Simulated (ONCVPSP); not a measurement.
# F: two inputs for an ONCV potential

Aim: run the settings below and read what the generator makes of them, then set beside them a closely related input and test what it gives.

The numbers are computed with ONCVPSP 4.0.1 (PBEsol, scalar-relativistic, spin-unpolarised reference atom).

2 further runs of the same task are left out: 2 set aside as unsound or not needed.

## 1. The design

The settings as typed:

* element: fluorine (F, Z = 9)
* type: optimised norm-conserving Vanderbilt (ONCV)
* frozen core: [He]
* valence charge: 7
* reference configuration: 2s2 2p5
* partial waves: 2s: rc 0.70 bohr, ncon 4, nbas 7, qcut 12.7 1/bohr, 2 projectors, debl 0.8 Ha; 2p: rc 1.58 bohr, ncon 4, nbas 8, qcut 14 1/bohr, 2 projectors, debl 1 Ha; d scattering state at 0.35 Ha: rc 1.58 bohr, ncon 4, nbas 7, qcut 7 1/bohr, 3 projectors, debl 1.3 Ha
* local potential: polynomial inside 0.70 bohr (lpopt 4, dvloc0 0 Ha)
* core correction: polynomial model core, fcfact 0.5

An earlier all-electron run gives the scale for the radii.

All-electron outer shells of the reference configuration (PBEsol, scalar-relativistic, ld1.x):

| shell | level (eV) | outermost node (bohr) | outermost maximum (bohr) |
| --- | --- | --- | --- |
| 1s | -661.16 | – | 0.11 |
| 2s | -29.72 | 0.24 | 0.76 |
| 2p | -11.05 | – | 0.71 |

## 2. Running these settings

The input, F.dat:

```
# ATOM AND REFERENCE CONFIGURATION
# atsym  z   nc   nv     iexc    psfile
  F 9.00    1    2  -116133      upf
#
#   n    l    f
    1    0    2.00
    2    0    2.00
    2    1    5.00
#
# PSEUDOPOTENTIAL AND OPTIMIZATION
# lmax
    2
#
#   l,   rc,      ep,       ncon, nbas, qcut
    0    0.70    0.00    4    7   12.70
    1    1.58    0.00    4    8   14.00
    2    1.58    0.35    4    7    7.00
#
# LOCAL POTENTIAL
# lloc, lpopt,  rc(5),   dvloc0
    4    4    0.70    0.00
#
# VANDERBILT-KLEINMAN-BYLANDER PROJECTORs
# l, nproj, debl
    0    2    0.80
    1    2    1.00
    2    3    1.30
#
# MODEL CORE CHARGE
# icmod, fcfact, rcfact
    1    0.50    0.00
#
# LOG DERIVATIVE ANALYSIS
# epsh1, epsh2, depsh
   -3.00    5.00    0.02
#
# OUTPUT GRID
# rlmax, drl
    6.00    0.01
#
# TEST CONFIGURATIONS
# ncnf
    4
# nvcnf
#   n    l    f
    2
    2    0    2.00
    2    1    4.00
#
    2
    2    0    2.00
    2    1    3.00
#
    2
    2    0    2.00
    2    1    2.00
#
    2
    2    0    1.00
    2    1    5.00
#
```

Started as:

```sh
oncvpsp.x < F.dat > F.out
```

What the program wrote to F.out (without the consistency checks and plot data):

```text
ONCVPSP  (Optimized Norm-Conservinng Vanderbilt PSeudopotential)
scalar-relativistic version 4.0.1

#   n    l    f        energy (Ha)
    1    0    2.00    -2.4297297E+01
    2    0    2.00    -1.0922101E+00
    2    1    5.00    -4.0614829E-01

Reference configufation results
  iterations    20
  all-electron total energy (Ha)   -9.94479506D+01

Begin loop to  construct optimized pseudo wave functions
and semi-local pseudopoentials for all angular momenta

WARNING wellstate: negative energy specified for n= 3 l=  0
WARNING scattering state with energy  0.25000000
WARNING will be used for the first projector

   Wellstate for l =  0  n =  3
     eigenvalue =   0.2500
     asymptotic potential =   0.7500
     half-point radius =  4.7707

Calculating optimized projector #   1

 for l=   0

    Fraction of norm inside rc  0.269061
    Optimizing pswf for qcut=  12.68 a_B^-1,  ecut=  80.38 Ha
    Residual kinetic energy error=  3.43D-05 Ha

    Energy error per electron        Cutoff
         Ha          eV             Ha
         0.01000     0.27211       42.98
         0.00100     0.02721       60.24
         0.00010     0.00272       73.87
         0.00001     0.00027      117.99

Calculating optimized projector #   2

 for l=   0

    Fraction of norm inside rc  0.029182
    Optimizing pswf for qcut=  12.68 a_B^-1,  ecut=  80.38 Ha
    Residual kinetic energy error=  1.03D-05 Ha

    Energy error per electron        Cutoff
         Ha          eV             Ha
         0.01000     0.27211       23.07
         0.00100     0.02721       44.60
         0.00010     0.00272       60.33
         0.00001     0.00027       86.60

   Wellstate for l =  1  n =  3
     eigenvalue =   0.5939
     asymptotic potential =   1.0939
     half-point radius =  3.5774

Calculating optimized projector #   1

 for l=   1

    Fraction of norm inside rc  0.812026
    Optimizing pswf for qcut=  14.00 a_B^-1,  ecut=  97.96 Ha
    Residual kinetic energy error=  1.28D-09 Ha
 ERROR pspot:  first pseudo wave function has node,          program will stop
 ERROR pspot: try changing psp parameters for this l
```

Run time: 0.42 s. Hardware: 1 thread, shared host.

## 3. Diagnosis

No potential comes out: the run stopped with "ERROR pspot: first pseudo wave function has node, program will stop". The reason: the optimised pseudo-wave of the first projector has a node, so the radial equation cannot be inverted for a potential.

The second input is set otherwise in this: all radii scaled by 0.79 (s 0.55, p 1.25, d 1.25 bohr); local potential polynomial inside 0.55 bohr (lpopt 4, dvloc0 0 Ha).

## 4. The second input

Edit F.dat of step 2 so:

```diff
@@ -14,5 +14,5 @@
 #   l,   rc,      ep,       ncon, nbas, qcut
-    0    0.70    0.00    4    7   12.70
-    1    1.58    0.00    4    8   14.00
-    2    1.58    0.35    4    7    7.00
+    0    0.55    0.00    4    7   12.70
+    1    1.25    0.00    4    8   14.00
+    2    1.25    0.35    4    7    7.00
 #
@@ -20,3 +20,3 @@
 # lloc, lpopt,  rc(5),   dvloc0
-    4    4    0.70    0.00
+    4    4    0.55    0.00
 #
```

Started as:

```sh
oncvpsp.x < F.dat > F.out
```

Output in F.out (without the consistency checks and plot data):

```text
ONCVPSP  (Optimized Norm-Conservinng Vanderbilt PSeudopotential)
scalar-relativistic version 4.0.1

#   n    l    f        energy (Ha)
    1    0    2.00    -2.4297297E+01
    2    0    2.00    -1.0922101E+00
    2    1    5.00    -4.0614829E-01

Reference configufation results
  iterations    20
  all-electron total energy (Ha)   -9.94479506D+01

Begin loop to  construct optimized pseudo wave functions
and semi-local pseudopoentials for all angular momenta

WARNING wellstate: negative energy specified for n= 3 l=  0
WARNING scattering state with energy  0.25000000
WARNING will be used for the first projector

   Wellstate for l =  0  n =  3
     eigenvalue =   0.2500
     asymptotic potential =   0.7500
     half-point radius =  4.8434

Calculating optimized projector #   1

 for l=   0

    Fraction of norm inside rc  0.129781
    Optimizing pswf for qcut=  12.69 a_B^-1,  ecut=  80.49 Ha
    Residual kinetic energy error=  2.09D-03 Ha

    Energy error per electron        Cutoff
         Ha          eV             Ha
         0.01000     0.27211       37.24
         0.00100     0.02721      197.99
         0.00010     0.00272      397.23
         0.00001     0.00027      574.60

Calculating optimized projector #   2

 for l=   0

    Fraction of norm inside rc  0.014831
    Optimizing pswf for qcut=  12.69 a_B^-1,  ecut=  80.49 Ha
    Residual kinetic energy error=  1.49D-04 Ha

    Energy error per electron        Cutoff
         Ha          eV             Ha
         0.01000     0.27211       22.85
         0.00100     0.02721       46.11
         0.00010     0.00272      250.84
         0.00001     0.00027      563.22

   Wellstate for l =  1  n =  3
     eigenvalue =   0.5939
     asymptotic potential =   1.0939
     half-point radius =  3.6840

Calculating optimized projector #   1

 for l=   1

    Fraction of norm inside rc  0.677547
    Optimizing pswf for qcut=  13.99 a_B^-1,  ecut=  97.90 Ha
    Residual kinetic energy error=  3.32D-09 Ha

    Energy error per electron        Cutoff
         Ha          eV             Ha
         0.01000     0.27211       40.65
         0.00100     0.02721       53.55
         0.00010     0.00272       64.57
         0.00001     0.00027       73.83

Calculating optimized projector #   2

 for l=   1

    Fraction of norm inside rc  0.108957
    Optimizing pswf for qcut=  13.99 a_B^-1,  ecut=  97.90 Ha
    Residual kinetic energy error=  9.86D-10 Ha

    Energy error per electron        Cutoff
         Ha          eV             Ha
         0.01000     0.27211       34.16
         0.00100     0.02721       48.74
         0.00010     0.00272       61.21
         0.00001     0.00027       71.69

   Wellstate for l =  2  n =  3
     eigenvalue =   0.3500
     asymptotic potential =   0.8500
     half-point radius =  6.9855

   Wellstate for l =  2  n =  4
     eigenvalue =   1.6500
     asymptotic potential =   2.1500
     half-point radius =  3.9375

   Wellstate for l =  2  n =  5
     eigenvalue =   2.9500
     asymptotic potential =   3.4500
     half-point radius =  3.8465

Calculating optimized projector #   1

 for l=   2

    Fraction of norm inside rc  0.002820
    Optimizing pswf for qcut=   7.00 a_B^-1,  ecut=  24.48 Ha
    Residual kinetic energy error=  4.52D-06 Ha

    Energy error per electron        Cutoff
         Ha          eV             Ha
         0.01000     0.27211        1.11
         0.00100     0.02721        4.47
         0.00010     0.00272       12.43
         0.00001     0.00027       21.39

Calculating optimized projector #   2

 for l=   2

    Fraction of norm inside rc  0.065126
    Optimizing pswf for qcut=   7.00 a_B^-1,  ecut=  24.48 Ha
    Residual kinetic energy error=  2.23D-04 Ha

    Energy error per electron        Cutoff
         Ha          eV             Ha
         0.01000     0.27211        9.65
         0.00100     0.02721       18.88
         0.00010     0.00272       27.25
         0.00001     0.00027       54.25

Calculating optimized projector #   3

 for l=   2

    Fraction of norm inside rc  0.095486
    Optimizing pswf for qcut=   7.00 a_B^-1,  ecut=  24.48 Ha
    Residual kinetic energy error=  8.25D-04 Ha

    Energy error per electron        Cutoff
         Ha          eV             Ha
         0.01000     0.27211       14.32
         0.00100     0.02721       23.71
         0.00010     0.00272       33.65
         0.00001     0.00027       98.80

Construct Vanderbilt / Kleinmman-Bylander projectors

B matrix Hermiticity error, ll=   0
   1   2    4.7768E-05

  Orthonormal projector coefficients -1.3145E+02  1.1570E+01

B matrix Hermiticity error, ll=   1
   1   2    5.3327E-05

  Orthonormal projector coefficients -3.8957E+00 -1.1723E+00

B matrix Hermiticity error, ll=   2
   1   2    2.1538E-06
   1   3   -6.6457E-06
   2   3    1.9952E-05

  Orthonormal projector coefficients -9.8526E+01 -9.3020E+00 -2.4598E+00

Model core correction analysis
  based on d2Exc/dn_idn_j

d2excae - all-electron derivatives

   -4.774669D-02   -3.966108D-02
   -4.005305D-02   -3.754719D-02

d2excps - pseudofunction derivatives with no core correction

   -4.697252D-02   -4.191892D-02
   -4.231013D-02   -3.921427D-02

rms 2nd derivative error    1.841926E-03

Polynomial model core charge

d2excps - pseudofunction derivatives with core correction

   -4.647475D-02   -4.117298D-02
   -4.156446D-02   -3.826287D-02

rms 2nd derivative error    1.294243E-03

Pseudoatom total energy  -24.000152

Diagnostic tests using Vanderbilt-Kleinman-Bylander pseudopotentials
  1 or more projectors used as specified by nproj input data

   l    rcore       rmatch      e in        delta e   norm test  slope test

   0   0.5513508   0.5680910  -1.0922101   0.0000100   1.0000769   1.0000499
   0   0.5513508   0.5680910   0.2500000   0.0001572   1.0003578   1.0003578

   1   1.2512710   1.2892623  -0.4061483  -0.0000057   1.0000499   1.0000625
   1   1.2512710   1.2892623   0.5938517  -0.0000028   1.0001236   1.0001236

   2   1.2512710   1.2892623   0.3500000   0.0000139   1.0000434   1.0000434
   2   1.2512710   1.2892623   1.6500000   0.0000306   1.0000747   1.0000747
   2   1.2512710   1.2892623   2.9500000   0.0000416   1.0001253   1.0001253

 Testing for bound ghosts
   n   l    E NL Schr. Eq   E Basis Diag.   E Cutoff

       0                      -18.065172    610.28  WARNING - GHOST(-)
   1   0       -1.092200       -0.668366    610.28

   2   1       -0.406154       -0.399249    192.93

       2                      -12.784393    217.65  WARNING - GHOST(-)

 Testing for highly-localized positive-energy ghosts
       l    <radius>/rc     E Basis Diag.   E Cutoff

Test configuration 0

   n   l     f        eae           eps        diff
   1   0  2.0000  -24.29729709
   2   0  2.0000   -1.09221012   -1.09220013    1.00D-05
   2   1  5.0000   -0.40614829   -0.40615403   -5.74D-06

    Total energies and differences
      AE_ref= -9.94479506D+01  AE_tst= -9.94479506D+01  dif=  0.00D+00
      PS_ref= -2.40001523D+01  PS_tst= -2.40001523D+01  dif=  1.78D-14
      PSP excitation error= -1.78D-14

Test configuration 1

   n   l     f        eae           eps        diff
   1   0  2.0000  -25.05871057
   2   0  2.0000   -1.73391728   -1.73407152   -1.54D-04
   2   1  4.0000   -1.03707069   -1.03614193    9.29D-04

    Total energies and differences
      AE_ref= -9.94479506D+01  AE_tst= -9.87380723D+01  dif=  7.10D-01
      PS_ref= -2.40001523D+01  PS_tst= -2.32905546D+01  dif=  7.10D-01
      PSP excitation error=  2.81D-04

Test configuration 2

   n   l     f        eae           eps        diff
   1   0  2.0000  -26.01773783
   2   0  2.0000   -2.48991970   -2.48914163    7.78D-04
   2   1  3.0000   -1.79621314   -1.79177415    4.44D-03

    Total energies and differences
      AE_ref= -9.94479506D+01  AE_tst= -9.73313756D+01  dif=  2.12D+00
      PS_ref= -2.40001523D+01  PS_tst= -2.18861737D+01  dif=  2.11D+00
      PSP excitation error=  2.60D-03

Test configuration 3

   n   l     f        eae           eps        diff
   1   0  2.0000  -27.15917811
   2   0  2.0000   -3.34176194   -3.33742797    4.33D-03
   2   1  2.0000   -2.66750771   -2.65463143    1.29D-02

    Total energies and differences
      AE_ref= -9.94479506D+01  AE_tst= -9.51084546D+01  dif=  4.34D+00
      PS_ref= -2.40001523D+01  PS_tst= -1.96712972D+01  dif=  4.33D+00
      PSP excitation error=  1.06D-02

Test configuration 4

   n   l     f        eae           eps        diff
   1   0  2.0000  -25.05902907
   2   0  1.0000   -1.74046665   -1.74079663   -3.30D-04
   2   1  5.0000   -1.04174687   -1.04233009   -5.83D-04

    Total energies and differences
      AE_ref= -9.94479506D+01  AE_tst= -9.80402853D+01  dif=  1.41D+00
      PS_ref= -2.40001523D+01  PS_tst= -2.25923526D+01  dif=  1.41D+00
      PSP excitation error= -1.34D-04
```

Run time: 4 s. Hardware: 1 thread, shared host.

The projector energies used in the s channel were -1.092, 0.250 Ha; the program set a typed value aside.

Partial waves on a coarse radial grid (AE all-electron, PS pseudo):

```
r (bohr)    2s AE   2s PS   2p AE   2p PS
   0.062  -0.4187  0.0671  0.0626  0.0286
   0.125  -0.4134  0.1385  0.1955  0.1113
   0.188  -0.2222  0.2251  0.3454  0.2353
   0.250   0.0251  0.3301  0.4846  0.3802
   0.312   0.2709  0.4444  0.6050  0.5289
   0.375   0.4913  0.5630  0.7048  0.6668
   0.438   0.6715  0.6876  0.7819  0.7793
   0.500   0.8077  0.8085  0.8370  0.8595
   0.562   0.9060  0.9060  0.8741  0.9095
   0.625   0.9719  0.9718  0.8959  0.9335
   0.688   1.0091  1.0090  0.9046  0.9370
   0.750   1.0230  1.0229  0.9029  0.9268
   0.812   1.0193  1.0192  0.8931  0.9085
   0.875   1.0015  1.0014  0.8769  0.8854
   0.938   0.9732  0.9732  0.8558  0.8597
   1.000   0.9381  0.9380  0.8315  0.8330
   1.062   0.8979  0.8979  0.8049  0.8053
   1.125   0.8538  0.8538  0.7762  0.7762
   1.188   0.8079  0.8078  0.7464  0.7464
   1.250   0.7620  0.7619  0.7167  0.7166
   1.312   0.7162  0.7162  0.6868  0.6867
   1.375   0.6705  0.6705  0.6566  0.6566
   1.438   0.6261  0.6261  0.6269  0.6269
   1.500   0.5840  0.5839  0.5983  0.5982
   1.562   0.5436  0.5436  0.5703  0.5703
   1.625   0.5046  0.5046  0.5428  0.5428
```

Densities times 4π (e/bohr³); a dash where the program caps the true core:

```csv
r (bohr),pseudo valence,true core,model core
0.062,3.401,–,156.1
0.188,10.7,–,102
0.312,18.42,24.32,24.03
0.438,20.76,3.037,3.037
0.562,18.29,0.4087,0.4087
0.688,13.58,0.05473,0.05473
0.812,9.412,0.007716,0.007716
0.938,6.353,0.001076,0.001076
1.062,4.305,0.000158,0.000158
1.188,2.899,2.283e-05,2.283e-05
1.312,1.966,3.435e-06,3.435e-06
1.438,1.33,5.376e-07,5.376e-07
1.562,0.9091,1e-07,1e-07
```

## 5. The configuration tests of the same run

Excitation and ionisation energies from 2s2 2p5, with the error of the potential.

| valence configuration | charge | ΔE all-electron (eV) | error AE − PS (meV) |
| --- | --- | --- | --- |
| 2s2 2p4 | +1 | 19.317 | +7.6 |
| 2s2 2p3 | +2 | 57.595 | +71 |
| 2s2 2p2 | +3 | 118.083 | +288 |
| 2s1 2p5 | +1 | 38.305 | -3.6 |

## 6. Does it scatter like the atom?

Taken from the files of the generation run. The phase is arctan(r·R′/R) of the radial function R, unwrapped, with energies in Ha. A pole is an energy at which the radial function vanishes at the test radius. The pseudo phase is shifted by a multiple of π to meet the all-electron one at the reference energy. Levels narrower than the energy grid can be missing from the poles. The last column is the largest difference on the grid between −0.5 and +0.5 Ha.

```tsv
channel	radius (bohr)	reference (Ha)	poles AE	poles PS	window around the reference with phases within 0.05 rad (Ha)	largest difference near zero (rad)
s	0.56	-1.09	none	none	the whole range	0.000
p	1.27	-0.41	0.77	0.77	the whole range	0.000
d	1.27	0.35	none	none	the whole range	0.000
```

Phases (rad) along the scan:

| E (Ha) | s AE | s PS | p AE | p PS |
| --- | --- | --- | --- | --- |
| -2.98 | 0.163 | 0.163 | 1.017 | 1.017 |
| -2.54 | 0.089 | 0.089 | 0.917 | 0.917 |
| -2.10 | 0.012 | 0.012 | 0.755 | 0.755 |
| -1.66 | -0.067 | -0.067 | 0.464 | 0.465 |
| -1.22 | -0.146 | -0.146 | -0.060 | -0.060 |
| -0.78 | -0.226 | -0.226 | -0.701 | -0.701 |
| -0.34 | -0.304 | -0.304 | -1.127 | -1.127 |
| 0.10 | -0.380 | -0.380 | -1.364 | -1.364 |
| 0.54 | -0.454 | -0.454 | -1.512 | -1.512 |
| 0.98 | -0.524 | -0.524 | -1.620 | -1.620 |
| 1.42 | -0.591 | -0.591 | -1.712 | -1.712 |
| 1.86 | -0.653 | -0.653 | -1.804 | -1.804 |
| 2.30 | -0.712 | -0.712 | -1.907 | -1.907 |
| 2.74 | -0.766 | -0.766 | -2.041 | -2.041 |
| 3.18 | -0.817 | -0.817 | -2.238 | -2.237 |
| 3.62 | -0.864 | -0.864 | -2.554 | -2.553 |
| 4.06 | -0.908 | -0.908 | -3.039 | -3.037 |
| 4.50 | -0.949 | -0.948 | -3.566 | -3.564 |
| 4.94 | -0.986 | -0.986 | -3.937 | -3.935 |

## 7. Convergence and ghost test

Read off the output, the cutoffs (Ha) at which the residual kinetic energy of the hardest occupied pseudo-wave falls to 1 and 0.1 mHa per electron: 198 Ha and 397 Ha.

The program's own ghost test: GHOST(-) flagged for s at -491.6 eV, d at -347.9 eV; no localised positive-energy state flagged.

Cutoff (Ha) at which the first wave of each channel reaches a given error (Ha per electron):

```csv
error,s,p,d
1.0e-02,37.2,40.6,1.1
3.2e-03,48.9,47.3,2.2
1.0e-03,198.0,53.5,4.5
3.2e-04,354.0,59.3,8.0
1.0e-04,397.2,64.6,12.4
3.2e-05,436.2,69.2,17.0
1.0e-05,574.6,73.8,21.4
```

## 8. Results

```
                                                quantity                                                                        value
                                             first input  failed: ERROR pspot: first pseudo wave function has node, program will stop
                                            second input                                                                    generated
  cutoffs for 1 and 0.1 mHa per electron, occupied waves                                                            198 Ha and 397 Ha
                                            bound ghosts                                             s at -491.58 eV, d at -347.88 eV
                                          GHOST(+) flags                                                           none at low energy
                            largest test error (AE − PS)                                                        +288 meV, for 2s2 2p2
largest phase difference near zero energy, channels read                                                                    0.000 rad
 rms error of d²Exc/dn², without and with the model core                                                            1.84 and 1.29 mHa
                 projector energies reset by the program                                                          s: -1.092, 0.250 Ha
```

The change is enough to let the generator finish; it is one cure of several. A bound ghost (s, d) makes it unfit for use: electrons can fall into a state that the atom doesn't have. The worst unpolarised test, 2s2 2p2, is off by 288 meV on 118.1 eV; by total energies transferability rates as fair for so large an energy. That test lies far up in energy; among those under 40 eV, nearer to bonding, the largest error is 7.6 meV. By its cutoff, 198 Ha for the looser tolerance, it is very hard. At the looser tolerance the 2s wave is the slowest; 2p needs 54 Ha. Near zero energy the phases of the channels with partial waves agree within 0.001 rad. These are tests on the free atom; a crystal test is still owed.
